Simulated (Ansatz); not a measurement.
# Cu3B5Pt9: the cost of one run

Method: DFT, PBE, plane-wave PAW, default files, scalar-relativistic, as far as a step names no other, in Ansatz 0.2.0.

1 further run of the same task is left out (it didn't finish).

## 1. Starting point

Symmetry: P-62m, No. 189, hexagonal system. Conventional cell: a = 9.046 Å, b = 9.046 Å, c = 2.960 Å, α = 90.00°, β = 90.00°, γ = 120.00°. Around Cu (site symmetry m2m) lie 9 Pt at 2.54 to 2.81 Å and 2 B at 2.64 Å. B (site symmetry m2m) has 6 Pt at 2.21 to 2.22 Å as nearest neighbours. B (site symmetry -6) is surrounded by 6 Pt at 2.21 Å and 3 Cu at 2.64 Å. Pt (site symmetry m) is surrounded by 3 B at 2.21 Å. Pt (site symmetry m2m) is surrounded by 4 B at 2.22 Å and 1 Cu at 2.54 Å.

As a file:

```cif
data_structure
_symmetry_space_group_name_H-M 'P-62m'
_symmetry_Int_Tables_number 189
_cell_length_a 9.0462
_cell_length_b 9.0462
_cell_length_c 2.9604
_cell_angle_alpha 90.000
_cell_angle_beta 90.000
_cell_angle_gamma 120.000
_cell_volume 209.80
loop_
_atom_site_label
_atom_site_type_symbol
_atom_site_symmetry_multiplicity
_atom_site_Wyckoff_symbol
_atom_site_fract_x
_atom_site_fract_y
_atom_site_fract_z
_atom_site_occupancy
Cu1 Cu 3 f 0.45779 0.00000 0.00000 1
B1 B 3 g 0.81128 0.00000 0.50000 1
B2 B 2 c 0.66667 0.33333 0.00000 1
Pt1 Pt 6 k 0.80391 0.53822 0.50000 1
Pt2 Pt 3 f 0.17700 0.00000 0.00000 1
```

## 2. Gradients at the starting positions

input.yaml reads:

```yaml
crystal:
  lattice:
    - [9.0462058367, 0.0, 0.0]
    - [-4.5231029184, 7.8342440625, 0.0]
    - [0.0, 0.0, 2.96035153]
  atoms:
    - { symbol: Cu, position: [0.4577938, 0.0, 0.0] }
    - { symbol: Cu, position: [0.0, 0.4577938, 0.0] }
    - { symbol: Cu, position: [0.5422062, 0.5422062, 0.0] }
    - { symbol: B, position: [0.81128459, 0.0, 0.5] }
    - { symbol: B, position: [0.0, 0.81128459, 0.5] }
    - { symbol: B, position: [0.18871541, 0.18871541, 0.5] }
    - { symbol: B, position: [0.6666666667, 0.3333333333, 0.0] }
    - { symbol: B, position: [0.3333333333, 0.6666666667, 0.0] }
    - { symbol: Pt, position: [0.80390792, 0.53821696, 0.5] }
    - { symbol: Pt, position: [0.46178304, 0.26569096, 0.5] }
    - { symbol: Pt, position: [0.73430904, 0.19609208, 0.5] }
    - { symbol: Pt, position: [0.26569096, 0.46178304, 0.5] }
    - { symbol: Pt, position: [0.19609208, 0.73430904, 0.5] }
    - { symbol: Pt, position: [0.53821696, 0.80390792, 0.5] }
    - { symbol: Pt, position: [0.17699945, 0.0, 0.0] }
    - { symbol: Pt, position: [0.0, 0.17699945, 0.0] }
    - { symbol: Pt, position: [0.82300055, 0.82300055, 0.0] }
kpoints:
  mp_grid: { grid: [4, 4, 10] }
scf:
  occupations: { method: fermi_dirac, width: 0.05 }
hamiltonian:
  xc: pbe
  pseudopotentials: { kind: paw }
output:
  forces: true
  stress: true
  populations: true
  efg:
    quadrupole_moments_barn: { Cu: -0.22, B: 0.04059 }
    contact_densities: true
```

The run is started by

```bash
> ansatz run input.yaml --threads 1 --pin off --max-ram 2560MiB --backend cpu --events-out ev --progress --plain --runs-dir out
```

What time and memory should one allow on 1 thread of an Arm CPU, shared host?

About 2.5 min, with a peak of 0.81 GiB.
